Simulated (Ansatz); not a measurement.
What does this script print? It uses Ansatz 0.2.0, Python API.

`run_formation.py`
```python
"""Formation energy of ZrH from the elements, after relaxing cells and atoms."""

from collections import Counter
import csv
import warnings

import ansatz as az
import numpy as np

PHASES = {
    "ZrH": (
        [(-1.643908, 1.643908, 2.504399), (1.643908, -1.643908, 2.504399), (1.643908, 1.643908, -2.504399)],
        [
            ("Zr", (0.0, 0.0, 0.0)),
            ("H", (0.75, 0.25, 0.5)),
        ],
    ),
    "Zr": (
        [(3.232, 0.0, 0.0), (-1.616, 2.798994, 0.0), (0.0, 0.0, 5.147)],
        [
            ("Zr", (1 / 3, 2 / 3, 0.25)),
            ("Zr", (2 / 3, 1 / 3, 0.75)),
        ],
    ),
    "H2": (
        [(9.0, 0.0, 0.0), (0.0, 9.5, 0.0), (0.0, 0.0, 10.0)],
        [
            ("H", (0.5, 0.5, 0.4625)),
            ("H", (0.5, 0.5, 0.5375)),
        ],
    ),
}


def build(vectors, sites):
    crystal = az.Crystal(lattice=az.Lattice.of(vectors))
    for symbol, position in sites:
        crystal = crystal.atom(symbol, position)
    return crystal

GASES = {"H2"}


def run_phase(name, crystal):
    calc = (
        crystal.calculation()
        .functional("pbesol")
        .basis(500)
        .kpoints(spacing=0.15)
        .occupations("gaussian", width=0.02)
        .stress()
    )
    if name in GASES:
        return calc.kpoints(1, 1, 1).relax(force_tolerance=0.02).run(threads=1, pin="off")
    calc = calc.relax(force_tolerance=0.02, cell=True)
    return calc.run(threads=1, pin="off")


def counts(outcome):
    return Counter(site.symbol for site in outcome.lattice.sites)

def formation_energy(outcome, mu):
    n = counts(outcome)
    return (outcome.report["energy_sigma0_ev"] - sum(k * mu[element] for element, k in n.items())) / sum(n.values())


def volume_per_atom(outcome):
    return abs(np.linalg.det(outcome.lattice.cell_ang)) / len(outcome.lattice.sites)


def main() -> None:
    warnings.simplefilter("ignore", az.DeckWarning)

    phases = {name: build(*cell) for name, cell in PHASES.items()}

    done = {}
    for name, crystal in phases.items():
        done[name] = run_phase(name, crystal)
        print(f"{name}: {done[name].report['energy_sigma0_ev']:.4f} eV, {len(done[name].lattice.sites)} atoms")

    # chemical potentials of the elements at zero temperature
    references = {"Zr": "Zr", "H": "H2"}
    mu = {element: done[name].report["energy_sigma0_ev"] / len(done[name].lattice.sites) for element, name in references.items()}

    target = done["ZrH"]
    heat = formation_energy(target, mu)
    rows = [(name, len(o.lattice.sites), volume_per_atom(o), formation_energy(o, mu)) for name, o in done.items()]
    with open("formation.csv", "w", newline="") as handle:
        writer = csv.writer(handle)
        writer.writerow(["phase", "atoms", "V (A^3/atom)", "E_form (eV/atom)"])
        writer.writerows([round(v, 4) if isinstance(v, float) else v for v in row] for row in rows)
    print(open("formation.csv").read())
    # no correction for the overbinding of the gas molecule is applied


if __name__ == "__main__":
    main()
```

`python run_formation.py` gives:
```text
ZrH: -4145.0326 eV, 2 atoms
Zr: -8257.2740 eV, 2 atoms
H2: -31.2220 eV, 2 atoms
phase,atoms,V (A^3/atom),E_form (eV/atom)
ZrH,2,13.0067,-0.3923
Zr,2,22.4727,0.0
H2,2,427.5,0.0
```

Caveats:
- Absolute energies stand on the zero of these potentials, so only differences at equal settings mean something.
- For the metals among these phases the mesh is modest: differences between phases can be off by up to 40 meV an atom.
- The program warned that this SCF threshold is loose for forces or stresses.
- The cells come from databases of deposited and of computed structures, and not all need be stable phases.
- The compound is the structure given, not necessarily its lowest; energies are at zero temperature, with no correction for gases. A semilocal functional's error on such energies is often 0.05 to 0.1 eV an atom, and 0.1 to 0.3 eV against gases such as O2 or F2.
- The script silences the warnings on its input, which a real study should read.
- Wall time of the script: 3.3 min on 1 thread of Arm Neoverse V1, with other jobs on the host, peak memory 0.64 GiB.
